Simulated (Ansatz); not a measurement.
**WNH (triplet): wave-function methods side by side, def2-SVP**

One table from this session's results is given with a row withheld; the runs are named, their logs left out.

The runs use Ansatz 0.2.0, Gaussian basis; def2-SVP, core rule «outside noble gas», up to 5 orbitals frozen.

Plan: UHF; CCSD(T) on ROHF; CCSD(T) on UHF; CISD as a restricted active space (open shells left free, so some higher excitations enter); CCSDT(Q) on ROHF; CCSDT(Q) on UHF; CASSCF and MRCISD+Q, 12 electrons in 11 orbitals; CASSCF and NEVPT2, 12 electrons in 11 orbitals.

22 further runs of the same task are left out: 1 for a known fault of the program, 8 that didn't finish, 13 set aside as unsound or not needed. Runs told in other sessions of the task aren't counted.

## What is computed

The geometry is a PBE0/def2-TZVP stationary point (not a proven minimum). No spin-orbit coupling is included. Elements past krypton take def2 core potentials.

3 atoms, charge 0, spin multiplicity 3.

Atoms are counted from 1 here; the program's logs count them from 0.

Bond lengths: W1–N2 1.692 Å, N2–H3 1.008 Å. Angles: W1–N2–H3 180.0°.

The first run:

The input, in.yaml:

```yaml
crystal:
  periodic: [false, false, false]
  atoms:
    - {symbol: W, position_ang: [0.000000, 0.000000, -1.464300]}
    - {symbol: N, position_ang: [0.000000, 0.000000, 0.228100]}
    - {symbol: H, position_ang: [0.000000, 0.000000, 1.236200]}
basis:
  gaussian: {orbitals: def2-SVP}
magnetization: {spin_polarized: true, initial_magnetization: 2}
hamiltonian: {xc: hf}
output: {orbitals: {seedname: orbitals}}
```

Command:

```
> ansatz run in.yaml --threads 1 --pin off --events-out ev --progress --plain --max-ram 2393MiB
```

Steps of the session up to this table: UHF; CCSD(T) on ROHF; CCSD(T) on UHF; CISD as a restricted active space (open shells left free, so some higher excitations enter); CCSDT(Q) on ROHF; CCSDT(Q) on UHF; CASSCF and MRCISD+Q, 12 electrons in 11 orbitals; CASSCF and NEVPT2, 12 electrons in 11 orbitals.

One table of the session follows, with a row left open; its other results are not shown here.

| method | from RCCSDT(Q) (meV) |
| --- | --- |
| ROHF | +9506.2 |
| UHF | +8800.7 |
| RMP2 | +574.5 |
| UMP2 | ? |
| RCCSD | +557.9 |
| UCCSD | +485.8 |
| RCCSD(T) | +22.8 |
| UCCSD(T) | +27.3 |
| RCCSDT | +11.2 |
| UCCSDT | -34.1 |
| RCCSDT(Q) | 0 |
| UCCSDT(Q) | -80.8 |
| CASSCF valence | +5390.5 |
| NEVPT2 valence | +1316.4 |
| MRCISD valence | +564.7 |
| MRCISD+Q valence | +152.2 |

**Question.** Estimate the row for UMP2.

The run gave: from RCCSDT(Q) (meV): +1042.0. In the column «from RCCSDT(Q) (meV)» it lies between RMP2 (+574.5) and NEVPT2 valence (+1316.4).

Not comparable, so not listed: CISD as a restricted active space (open shells left free, so some higher excitations enter) (they don't share determinant, frozen orbitals or solution with the rows shown, or repeat one).

To keep in mind: The determinant of HF (⟨S²⟩ 2.78) is far from a pure spin state, so its energy mixes those of several spin states; that is harmless only where they are near-degenerate. The determinant of CCSD(T) (⟨S²⟩ 2.78) is far from a pure spin state, so its energy mixes those of several spin states; high orders of coupled cluster remove much of that, low ones don't. The determinant of CCSDT(Q) (⟨S²⟩ 2.78) is far from a pure spin state, so its energy mixes those of several spin states; high orders of coupled cluster remove much of that, low ones don't. Warnings: spin contamination; large T1 diagnostic. Restricted and unrestricted rows rest on different reference determinants; a gap between their highest levels can come from leftover correlation error, from unlike frozen cores or from another state.
